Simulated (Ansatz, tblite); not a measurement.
**C₃₂H₁₈S₂: one state, many levels**

The task here is to estimate one member of a computed series from the others.

Computed with Ansatz 0.2.0, Gaussian basis. Level: as each input shows.

Plan: GFN1-xTB, GFN2-xTB, PBE-D4/def2-TZVP, r2SCAN-D4/def2-TZVP, PBE-D4/def2-SVP, PBE0-D4/def2-SVP.

1 further run of the same task is left out (set aside as unsound or not needed). Runs told in other sessions of the task aren't counted.

## The relaxed structure

The geometry is that of the singlet, from an earlier relaxation (r2SCAN-D4/def2-SVP).

52 atoms, charge 0, spin multiplicity 1.

Bond lengths: S1–C2 1.681 Å, S1–H35 1.357 Å, C2–C3 1.226 Å, C3–C4 1.418 Å, C4–C5 1.416 Å, C4–C34 1.416 Å, C5–C6 1.387 Å, C5–H36 1.093 Å, C6–C7 1.416 Å, C6–H37 1.093 Å, C7–C8 1.417 Å, C7–C33 1.416 Å, C8–C9 1.226 Å, C9–C10 1.416 Å, C10–C11 1.416 Å, C10–C32 1.416 Å, C11–C12 1.387 Å, C11–H38 1.093 Å and more. Angles: C2–S1–H35 97.5°, S1–C2–C3 174.3°, C2–C3–C4 179.2°, C3–C4–C5 120.8°, C3–C4–C34 120.7°, C5–C4–C34 118.5°, C4–C5–C6 120.7°, C4–C5–H36 119.2°, C6–C5–H36 120.1°, C5–C6–C7 120.9°, C5–C6–H37 120.1°, C7–C6–H37 119.1°, C6–C7–C8 120.8°, C6–C7–C33 118.3°, C8–C7–C33 120.8°, C7–C8–C9 180.0°, C8–C9–C10 179.9°, C9–C10–C11 120.8° and more.

PBE0-D4/def2-TZVP was run before; its log isn't repeated, and its numbers join the tables.

Set-up of the first run:

Tight binding, by tblite at 300 K electronic temperature and without a spin-polarisation term:

```python
tblite.interface.Calculator('GFN1-xTB', numbers, positions, charge=0, uhf=0).singlepoint()
```

Tight binding, by tblite at 300 K electronic temperature and without a spin-polarisation term:

```python
tblite.interface.Calculator('GFN2-xTB', numbers, positions, charge=0, uhf=0).singlepoint()
```

start.molden holds the orbitals of an earlier run on this state, given as this run's starting guess.

Input file in.yaml:

```yaml
crystal:
  periodic: [false, false, false]
  atoms:
    - {symbol: S, position_ang: [15.414671, -1.055783, 0.180090]}
    - {symbol: C, position_ang: [13.751568, -0.812642, 0.153372]}
    - {symbol: C, position_ang: [12.526782, -0.755680, 0.137811]}
    - {symbol: C, position_ang: [11.111807, -0.670800, 0.119182]}
    - {symbol: C, position_ang: [10.461223, 0.586516, 0.101044]}
    - {symbol: C, position_ang: [9.076243, 0.667130, 0.083115]}
    - {symbol: C, position_ang: [8.280229, -0.504020, 0.080574]}
    - {symbol: C, position_ang: [6.866108, -0.420810, 0.063238]}
    - {symbol: C, position_ang: [5.641912, -0.349362, 0.048389]}
    - {symbol: C, position_ang: [4.228045, -0.268259, 0.031760]}
    - {symbol: C, position_ang: [3.435728, -1.440117, -0.028257]}
    - {symbol: C, position_ang: [2.051092, -1.361105, -0.045209]}
    - {symbol: C, position_ang: [1.395980, -0.106670, -0.002472]}
    - {symbol: C, position_ang: [-0.017846, -0.026599, -0.017898]}
    - {symbol: C, position_ang: [-1.242368, 0.041376, -0.030308]}
    - {symbol: C, position_ang: [-2.656466, 0.118297, -0.043371]}
    - {symbol: C, position_ang: [-3.316040, 1.366837, 0.059151]}
    - {symbol: C, position_ang: [-4.701095, 1.441467, 0.048131]}
    - {symbol: C, position_ang: [-5.489519, 0.271174, -0.067402]}
    - {symbol: C, position_ang: [-6.904024, 0.346882, -0.077998]}
    - {symbol: C, position_ang: [-8.128445, 0.411135, -0.086039]}
    - {symbol: C, position_ang: [-9.544120, 0.483865, -0.094536]}
    - {symbol: C, position_ang: [-10.210067, 1.721381, 0.061423]}
    - {symbol: C, position_ang: [-11.598707, 1.793822, 0.054452]}
    - {symbol: C, position_ang: [-12.371255, 0.629428, -0.108624]}
    - {symbol: S, position_ang: [-14.136385, 0.636053, -0.130682]}
    - {symbol: C, position_ang: [-11.719424, -0.608733, -0.266699]}
    - {symbol: C, position_ang: [-10.332045, -0.679767, -0.259300]}
    - {symbol: C, position_ang: [-4.829735, -0.977117, -0.172518]}
    - {symbol: C, position_ang: [-3.444750, -1.051912, -0.160316]}
    - {symbol: C, position_ang: [2.188270, 1.065235, 0.056326]}
    - {symbol: C, position_ang: [3.572968, 0.986259, 0.071885]}
    - {symbol: C, position_ang: [8.933019, -1.760258, 0.098776]}
    - {symbol: C, position_ang: [10.317967, -1.842941, 0.116941]}
    - {symbol: H, position_ang: [15.784007, 0.249909, 0.157119]}
    - {symbol: H, position_ang: [11.063624, 1.498927, 0.101370]}
    - {symbol: H, position_ang: [8.584488, 1.643621, 0.070119]}
    - {symbol: H, position_ang: [3.931054, -2.413716, -0.060846]}
    - {symbol: H, position_ang: [1.449172, -2.272107, -0.090711]}
    - {symbol: H, position_ang: [-2.717424, 2.276769, 0.149235]}
    - {symbol: H, position_ang: [-5.199674, 2.410583, 0.129527]}
    - {symbol: H, position_ang: [-9.619052, 2.632152, 0.189949]}
    - {symbol: H, position_ang: [-12.087079, 2.765384, 0.177692]}
    - {symbol: H, position_ang: [-14.289004, 1.966260, 0.047522]}
    - {symbol: H, position_ang: [-12.308491, -1.522001, -0.395352]}
    - {symbol: H, position_ang: [-9.835540, -1.646138, -0.381237]}
    - {symbol: H, position_ang: [-5.428287, -1.887060, -0.262646]}
    - {symbol: H, position_ang: [-2.946090, -2.021065, -0.240957]}
    - {symbol: H, position_ang: [1.692920, 2.038805, 0.089677]}
    - {symbol: H, position_ang: [4.174874, 1.897278, 0.117204]}
    - {symbol: H, position_ang: [8.329952, -2.672287, 0.098091]}
    - {symbol: H, position_ang: [10.809228, -2.819616, 0.130212]}
basis:
  gaussian: {orbitals: def2-TZVP, fitting: {mean_field: def2-universal-jkfit}, initial_orbitals: start.molden}
hamiltonian: {xc: pbe, dispersion: d4}
scf: {omitted_lower_state_checks: [starts]}
output: {forces: true, orbitals: {seedname: orbitals}}
```

Run with:

```bash
ansatz run in.yaml --threads 2 --pin off --events-out ev --progress --plain --max-ram 31744MiB --backend cuda --devices 0, --max-vram 18GiB
```

Steps of the session up to this table: PBE-D4/def2-TZVP; r2SCAN-D4/def2-TZVP; PBE-D4/def2-SVP; PBE0-D4/def2-SVP.

One table of the session follows, with a row left open; its other results are not shown here.

It belongs to the step «Binding energy». 

| level | binding an atom (eV) |
| --- | --- |
| PBE-D4/def2-SVP | 5.684 |
| PBE-D4/def2-TZVP | 5.602 |
| r2SCAN-D4/def2-TZVP | 5.400 |
| PBE0-D4/def2-SVP | ? |
| PBE0-D4/def2-TZVP | 5.461 |

Estimate the missing values for PBE0-D4/def2-SVP.

The run gave: binding an atom (eV): 5.546. In the column «binding an atom (eV)» it lies between PBE0-D4/def2-TZVP (5.461) and PBE-D4/def2-TZVP (5.602).

Limits of these values: Free atoms were run apart at each level; binding is atoms less cluster, divided by the number of atoms, without zero-point or spin-orbit terms.
